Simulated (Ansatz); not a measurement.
# Sn2PbO3: the cost of one run

Method: DFT PBE, scalar-relativistic, plane waves, PAW, in Ansatz 0.2.0.

### 1 The system as given

Symmetry: P4mm, No. 99, tetragonal system. The conventional cell has a = 3.913 Å, b = 3.913 Å, c = 14.932 Å, α = 90.00°, β = 90.00°, γ = 90.00°. Sn (site symmetry 4mm) is surrounded by 4 O at 2.29 Å. Pb (site symmetry 4mm) has 4 O at 2.29 Å as nearest neighbours. Around O (site symmetry 2mm) lie 4 Sn at 2.29 Å. O (site symmetry 2mm) has 2 Sn at 2.29 Å and 2 Pb at 2.29 Å as nearest neighbours. Only part of the 9 independent sites is listed.

As a file:

```
CELL_PARAMETERS angstrom
3.91312 0.00000 0.00000
0.00000 3.91312 0.00000
0.00000 0.00000 14.93201
ATOMIC_POSITIONS crystal
Sn 0.00000 0.00000 0.07950
Sn 0.50000 0.50000 0.25383
Sn 0.50000 0.50000 0.58717
Sn 0.50000 0.50000 0.92050
Pb 0.00000 0.00000 0.41283
Pb 0.00000 0.00000 0.74617
O 0.00000 0.50000 0.00000
O 0.00000 0.50000 0.33333
O 0.00000 0.50000 0.66667
O 0.50000 0.00000 0.00000
O 0.50000 0.00000 0.33333
O 0.50000 0.00000 0.66667
```

The start is an ordering of an alloy on its end members' structure types: elements ordered on the sites of the SnO type, Pb/Sn on Sn (P4mm, No. 99).

### 2 Probe: one point on a coarse mesh

Contents of input.yaml:

```yaml
crystal:
  lattice:
    - [3.91311734, 0.0, 0.0]
    - [0.0, 3.91311734, 0.0]
    - [0.0, 0.0, 14.93201086]
  atoms:
    - { symbol: Sn, position: [0.0, 0.0, 0.0795] }
    - { symbol: Sn, position: [0.5, 0.5, 0.25383333] }
    - { symbol: Sn, position: [0.5, 0.5, 0.58716667] }
    - { symbol: Sn, position: [0.5, 0.5, 0.9205] }
    - { symbol: Pb, position: [0.0, 0.0, 0.41283333] }
    - { symbol: Pb, position: [0.0, 0.0, 0.74616667] }
    - { symbol: O, position: [0.0, 0.5, 0.0] }
    - { symbol: O, position: [0.0, 0.5, 0.33333333] }
    - { symbol: O, position: [0.0, 0.5, 0.66666667] }
    - { symbol: O, position: [0.5, 0.0, 0.0] }
    - { symbol: O, position: [0.5, 0.0, 0.33333333] }
    - { symbol: O, position: [0.5, 0.0, 0.66666667] }
basis:
  ecutwfc: 420
kpoints:
  mp_grid: { grid: [4, 4, 2] }
hamiltonian:
  xc: pbe
scf:
  occupations: { method: gaussian, width: 0.1 }
  lower_state_search: "off"
output:
  forces: true
  stress: true
  eigenvalues: true
```

On the command line:

```console
$ ansatz run input.yaml --threads 1 --pin off --max-ram 2560MiB --backend cpu --events-out ev --progress --plain --runs-dir out
```

Q: Estimate wall time and peak memory on 1 thread of Intel Xeon Platinum 8259CL at 2.50GHz (Skylake/Cascade Lake), shared host.

About 16 s, with a peak of 0.54 GiB.
